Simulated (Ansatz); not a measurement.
# AsH (singlet): the correlation ladder at distance As1–H2 = 2.501 Å, aug-cc-pVDZ

The task here is to estimate one member of a computed series from the others.

Computed with Ansatz 0.2.0, Gaussian basis. Level: aug-cc-pVDZ, core rule «outside noble gas», up to 14 orbitals frozen.

The runs, in order: UHF; CCSD(T) on RHF; CCSD(T) on UHF; BCCD(T) on RHF; CISD; CCSDT(Q) on RHF; CCSDT(Q) on UHF; CASSCF and MRCISD+Q, 2 electrons in 2 orbitals; CASSCF and NEVPT2, 2 electrons in 2 orbitals; CASSCF and MRCISD+Q, 6 electrons in 5 orbitals; CASSCF and NEVPT4(SD), 6 electrons in 5 orbitals; CASSCF and NEVPT2, 6 electrons in 5 orbitals; Full CI.

22 further runs of the same task are left out: 1 for a known fault of the program, 15 that didn't finish, 6 set aside as unsound or not needed.

## The system

The geometry derives from a PBE0/def2-TZVP stationary point (not a proven minimum). One bond is set to the value named and the two fragments are kept rigid. No spin-orbit coupling is included. The filled d shell of As may be among the frozen orbitals whatever the setting's name suggests; the logs give the count.

2 atoms, charge 0, spin multiplicity 1.

Atoms are counted from 1 here; the program's logs count them from 0.

No contacts short enough for the rule that draws bonds.

Geometry (Å):

```xyz
2
charge 0, multiplicity 1
As    0.0000    0.0000    0.0000
H     0.0000    0.0000    2.5010
```

The first run:

Contents of in.yaml:

```yaml
crystal:
  periodic: [false, false, false]
  atoms:
    - {symbol: As, position_ang: [0.000000, 0.000000, 0.000000]}
    - {symbol: H, position_ang: [0.000000, 0.000000, 2.501000]}
basis:
  gaussian: {orbitals: aug-cc-pVDZ}
magnetization: {spin_polarized: true, initial_magnetization: 0}
hamiltonian: {xc: hf}
output: {orbitals: {seedname: orbitals}}
```

Launch:

```bash
ansatz run in.yaml --threads 1 --pin off --events-out ev --progress --plain --max-ram 2393MiB
```

Among the steps run: UHF; CCSD(T) on RHF; CCSD(T) on UHF; BCCD(T) on RHF; CISD; CCSDT(Q) on RHF; CCSDT(Q) on UHF; CASSCF and MRCISD+Q, 2 electrons in 2 orbitals; CASSCF and NEVPT2, 2 electrons in 2 orbitals; CASSCF and MRCISD+Q, 6 electrons in 5 orbitals; CASSCF and NEVPT4(SD), 6 electrons in 5 orbitals; CASSCF and NEVPT2, 6 electrons in 5 orbitals; Full CI.

One table of the session follows, with a row left open; its other results are not shown here.

```
            method  from FCI (kcal/mol)
               RHF              +100.47
              RMP2                    ?
              CISD               +17.97
             RCCSD                +9.69
          RCCSD(T)                +3.98
           BCCD(T)                +4.02
            RCCSDT                +0.55
         RCCSDT(Q)                -0.18
    CASSCF valence               +53.84
    NEVPT2 valence               +13.15
NEVPT4(SD) valence                +0.96
    MRCISD valence                +2.50
  MRCISD+Q valence                -0.62
               FCI                    0
```

Estimate the missing values for RMP2.

The run gave: from FCI (kcal/mol): +36.44. In the column «from FCI (kcal/mol)» it lies between CISD (+17.97) and CASSCF valence (+53.84).

Not comparable, so not listed: CASSCF and MRCISD+Q, 2 electrons in 2 orbitals (they don't share determinant, frozen orbitals or solution with the rows shown, or repeat one).

Limits of these values: The report flags that the cluster equations may have other roots. Left out of the table: CASSCF pair, NEVPT2 pair (the active space lost an orbital or holds another state than full CI finds). Left out of the table: UHF, UMP2, UCCSD, UCCSD(T), UCCSDT, UCCSDT(Q) (another determinant or state than the rows shown). The program flags RCCSDT(Q) as in doubt, so those rows may rest on another solution; read them beside their warnings. RCCSDT(Q), MRCISD+Q valence fall below full CI, which methods that aren't variational can do. Warnings in the runs' records: passed over end.
